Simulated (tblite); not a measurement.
# C7H10BBr: the cost of one run

Computed with tblite 0.8.0 and PySCF 2.14.0, with density-fitted response routines of our own, on a single molecule in the gas phase. Atoms are numbered from 0 throughout.

## Step 1: The molecule as given

19 atoms, charge 0, multiplicity 1; geometry from: force field or distance geometry start.

Bonds of the start (Å): C0–C1 1.48, C1–C2 1.19, C2–C3 1.48, C3–C4 1.54, C4–C5 1.52, C5–C6 1.53, C6–B7 1.58, B7–Br8 2.00, B7–C3 1.58, C0–H9 1.11, C0–H10 1.11, C0–H11 1.10, C3–H12 1.09, C4–H13 1.12, C4–H14 1.10, C5–H15 1.13, C5–H16 1.10, C6–H17 1.11, C6–H18 1.12.

## Step 2: Geometry optimisation with GFN2-xTB

Job settings and geometry (Å):

```
{"job": {"kind": "relax", "xc": "GFN2-xTB", "basis": "xTB"}, "charge": 0, "multiplicity": 1}
C      3.505400     0.856500     0.618800
C      2.162400     0.645500     0.040600
C      1.080000     0.457000    -0.414800
C     -0.265300     0.246100    -0.997700
C     -0.709300    -1.219000    -0.819600
C     -1.519100    -1.309200     0.469100
C     -2.204000     0.039700     0.671600
B     -1.326300     1.057600    -0.155400
Br    -2.190200     2.670800    -0.954700
H      3.833300    -0.066900     1.133000
H      3.449800     1.688400     1.351900
H      4.204600     1.115900    -0.189200
H     -0.274500     0.540900    -2.048300
H     -1.365800    -1.492000    -1.681700
H      0.145600    -1.918500    -0.815300
H     -0.821700    -1.499100     1.331700
H     -2.254100    -2.132200     0.427400
H     -3.240000     0.005100     0.270000
H     -2.220700     0.322700     1.755000
```

Launch:

```
$ OMP_NUM_THREADS=1 python probes_run.py task.json out
```

This one command runs all jobs of the session in turn.

**Question.** How long does this first job take on 1 thread of Intel Xeon at 2.50GHz, shared host, and how much memory does it need?

About 1.8 s, with a peak of 0.18 GiB.
